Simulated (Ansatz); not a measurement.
# CH6FNSn: one species, many methods

Aim: compute CH6FNSn with functionals from several rungs and with coupled cluster. The yardstick is the atomisation energy at the CCSD(T) limit.

Method: functionals in def2-TZVPP, the program's frozen cores in correlated methods; program: Ansatz 0.2.0, Gaussian basis.

The runs, in order: LDA (SPW92), PBE-D4, revPBE-D4, BLYP-D4, r2SCAN-D4, B97M-V, PBE0-D4, B3LYP-D4, r2SCANh-D4, r2SCAN0-D4, HSE06-D4, BHLYP-D4, CAM-B3LYP-D4, LC-ωPBE, ωB97X-V, ωB97M-V, B2PLYP, PBE-QIDH; CCSD(T)/def2-SVP; CCSD(T)/def2-TZVPP; MP2/def2-QZVPP; extrapolation to the limit; RPA on PBE.

## 1. The geometry

All runs share one geometry, relaxed beforehand with PBE0-D4 in a triple-zeta def2 set. Sn takes the def2 core potential; no spin-orbit term is included.

SMILES `C[NH][SnH2][F]`, 10 atoms, charge 0, spin multiplicity 1.

Atoms are counted from 1 here; the program's logs count them from 0.

Bond lengths: C1–N2 1.452 Å, C1–H5 1.095 Å, C1–H6 1.093 Å, C1–H7 1.097 Å, N2–Sn3 1.997 Å, N2–H8 1.010 Å, Sn3–F4 1.937 Å, Sn3–H9 1.698 Å, Sn3–H10 1.698 Å. Angles: N2–C1–H5 110.3°, N2–C1–H6 109.8°, N2–C1–H7 114.2°, H5–C1–H6 106.8°, H5–C1–H7 108.0°, H6–C1–H7 107.4°, C1–N2–Sn3 121.4°, C1–N2–H8 112.1°, Sn3–N2–H8 114.5°, N2–Sn3–F4 109.2°, N2–Sn3–H9 109.0°, N2–Sn3–H10 109.9°, F4–Sn3–H9 104.0°, F4–Sn3–H10 104.8°, H9–Sn3–H10 119.4°.

## 2. LDA

This LDA is Slater exchange with PW92 correlation.

Contents of in.yaml:

```yaml
crystal:
  periodic: [false, false, false]
  atoms:
    - {symbol: C, position_ang: [-1.001901, 1.096848, -0.037785]}
    - {symbol: N, position_ang: [0.279368, 0.574864, -0.478097]}
    - {symbol: Sn, position_ang: [1.044591, -1.097072, 0.300549]}
    - {symbol: F, position_ang: [-0.087114, -2.595188, -0.174098]}
    - {symbol: H, position_ang: [-1.088024, 2.157766, -0.293379]}
    - {symbol: H, position_ang: [-1.075678, 1.027310, 1.050972]}
    - {symbol: H, position_ang: [-1.869460, 0.574293, -0.459558]}
    - {symbol: H, position_ang: [0.404443, 0.667618, -1.475749]}
    - {symbol: H, position_ang: [0.935434, -1.018270, 1.993274]}
    - {symbol: H, position_ang: [2.541441, -1.439368, -0.423228]}
basis:
  gaussian: {orbitals: def2-TZVPP}
hamiltonian: {xc: lda}
output: {orbitals: {seedname: orbitals}}
```

Command:

```console
> ansatz run in.yaml --threads 4 --pin off --events-out ev --progress --plain --max-ram 10444MiB
```

After this run come: PBE-D4 (GGA); revPBE-D4 (GGA); BLYP-D4 (GGA); r2SCAN-D4 (meta-GGA); B97M-V (meta-GGA); PBE0-D4 (hybrid); B3LYP-D4 (hybrid); r2SCANh-D4 (hybrid); r2SCAN0-D4 (hybrid); HSE06-D4 (hybrid); BHLYP-D4 (hybrid); CAM-B3LYP-D4 (range-separated); LC-ωPBE (range-separated); ωB97X-V (range-separated); ωB97M-V (range-separated); B2PLYP (double hybrid); PBE-QIDH (double hybrid); CCSD(T) in def2-SVP; CCSD(T) in def2-TZVPP; MP2 in def2-QZVPP; RPA on PBE orbitals.

Q: Predict the results of all the runs planned. Wanted: atomisation energy, CCSD(T)/CBS; farthest beyond LDA; mean size of error, GGA; mean size of error, meta-GGA; mean size of error, hybrid; mean size of error, range-separated; mean size of error, double hybrid; gap, smallest and largest; T1 diagnostic.

As calculated:

| quantity | value |
| --- | --- |
| atomisation energy, CCSD(T)/CBS | 775.4 kcal/mol |
| functionals within 7.8 kcal/mol (1.0 %) | PBE-D4, BLYP-D4, B97M-V, B3LYP-D4, CAM-B3LYP-D4, ωB97X-V, ωB97M-V |
| farthest beyond LDA | BHLYP-D4 (-30.4 kcal/mol) |
| mean size of error, GGA | 8.3 kcal/mol |
| mean size of error, meta-GGA | 4.6 kcal/mol |
| mean size of error, hybrid | 16.0 kcal/mol |
| mean size of error, range-separated | 3.3 kcal/mol |
| mean size of error, double hybrid | 16.2 kcal/mol |
| gap, smallest and largest | 4.38 eV (LDA (SPW92)), 11.58 eV (LC-ωPBE) |
| T1 diagnostic | 0.0132 |
| triples share of the correlation energy | 3.2 % |

What this shows: The LDA atomisation energy is off by 109.4 kcal/mol (14 %): it overbinds. PBE-D4 misses by +5.7 kcal/mol. Double hybrids carry the basis error of their MP2 part in triple zeta, and no dispersion term here, so their miss is partly the set-up's. The rungs range-separated, meta-GGA miss on average by less than the doubt on the reference (7.8 kcal/mol), so they tie. The reference freezes the cores and leaves out spin-orbit coupling and excitations past (T), and its outer-core shells are covered unevenly, so misses under about 7.8 kcal/mol can't be ranked. All levels share the lack of spin-orbit coupling, which lowers the free heavy atoms and so the true binding. Hartree-Fock recovers 69 % of the binding; the rest is correlation. CCSD(T) in def2-SVP is off by -58.0 kcal/mol, more than most functionals: a good method in a small basis is no reference. Orbital gaps span 4.4 to 11.6 eV; exact exchange widens them. Correlated methods include outer-core shells of Sn, which these sets cover unevenly.
